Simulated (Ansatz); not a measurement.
# MgCd₃, space group Pm-3m: relaxations under a series of pressures

With Ansatz's Python interface.

At the Python prompt:
```pycon
>>> import warnings
>>> import ansatz as az
>>> import numpy as np
>>> import pandas as pd
>>> XC = 'r2scan'
>>> KMESH = (6, 6, 6)
>>> FILLING = 'Marzari-Vanderbilt'
>>> SIGMA = 0.15
>>> def edges_and_angles(cell):
...     cell = np.asarray(cell)
...     a, b, c = np.linalg.norm(cell, axis=1)
...     cosines = cell[1] @ cell[2] / (b * c), cell[0] @ cell[2] / (a * c), cell[0] @ cell[1] / (a * b)
...     return (a, b, c, *np.degrees(np.arccos(cosines)))
...
>>> warnings.simplefilter('ignore', az.DeckWarning)
>>> lattice = az.Lattice.of(
...     (4.394982, 0.0, 0.0),
...     (0.0, 4.394982, 0.0),
...     (0.0, 0.0, 4.394982),
... )
>>> sites = [
...     ('Mg', (0.0, 0.0, 0.0)),
...     ('Cd', (0.5, 0.5, 0.0)),
...     ('Cd', (0.5, 0.0, 0.5)),
...     ('Cd', (0.0, 0.5, 0.5)),
... ]
>>> xtal = az.Crystal(lattice=lattice)
>>> for symbol, position in sites:
...     xtal = xtal.atom(symbol, position)
...
>>> base = xtal.calculation()
>>> base = base.functional(XC)
>>> base = base.pseudopotentials('paw').kpoints(mesh=KMESH, center='gamma')
>>> base = base.occupations(FILLING, width=SIGMA)
>>> rows = []
>>> for pressure in [0, 2, 4, 6, 8]:
...     res = base.relax(cell=True, pressure=pressure, force_tolerance=0.01).run(threads=1)
...     cell = res.lattice.cell_ang
...     n_atoms = len(res.lattice.sites)
...     volume = abs(np.linalg.det(cell)) / n_atoms
...     enthalpy = res.report['free_energy_ev'] / n_atoms + pressure * volume / 160.21766
...     rows.append((pressure, volume, enthalpy, *edges_and_angles(cell)))
...     print(f'{pressure} GPa done: {volume:.4f} A^3/atom')
...
0 GPa done: 21.3984 A^3/atom
2 GPa done: 20.6173 A^3/atom
4 GPa done: 19.9605 A^3/atom
6 GPa done: 19.4067 A^3/atom
8 GPa done: 18.9486 A^3/atom
>>> table = pd.DataFrame(rows, columns=['P_GPa', 'V_A3_atom', 'H_eV_atom', 'a', 'b', 'c', 'alpha', 'beta', 'gamma'])
>>> table.round(4)
   P_GPa  V_A3_atom  H_eV_atom       a       b       c  alpha  beta  gamma
0      0    21.3984 -6682.7795  4.4070  4.4070  4.4070   90.0  90.0   90.0
1      2    20.6173 -6682.5175  4.3528  4.3528  4.3528   90.0  90.0   90.0
2      4    19.9605 -6682.2645  4.3060  4.3060  4.3060   90.0  90.0   90.0
3      6    19.4067 -6682.0189  4.2658  4.2658  4.2658   90.0  90.0   90.0
4      8    18.9486 -6681.7796  4.2320  4.2320  4.2320   90.0  90.0   90.0
>>> p, v = np.array([row[0] for row in rows], float), np.array([row[1] for row in rows])
>>> print('mean bulk modulus between rows (GPa):', np.round(-np.diff(p) / np.diff(np.log(v)), 1))
mean bulk modulus between rows (GPa): [53.8 61.8 71.1 83.7]
```

The volume falls from 21.40 Å³ an atom at 0 GPa to 18.95 at 8 GPa, by 11.4 %. Between 0 and 2 GPa, -V dP/dV is about 54 GPa, a mean over that step.

What to keep in mind:
- Total energies depend on the potentials; only differences at equal settings carry meaning.
- At a fixed pressure a relaxation lowers the enthalpy F + PV, while F alone can rise.
- For a metal this k-point mesh is coarse: on a finer one energies can move by several to tens of meV an atom and pressures by half a GPa or more, differences at one mesh by less.
- This cell is a computed structure, which may not be the phase found in nature.
- Symmetry holds the cell in this phase, whether or not it is the stable one at each pressure.
- Wall time of the script: 3.1 min on 1 thread of Intel(R) Xeon(R) Platinum 8259CL CPU @ 2.50GHz (Skylake/Cascade Lake), on a shared host, peak memory 0.75 GiB.
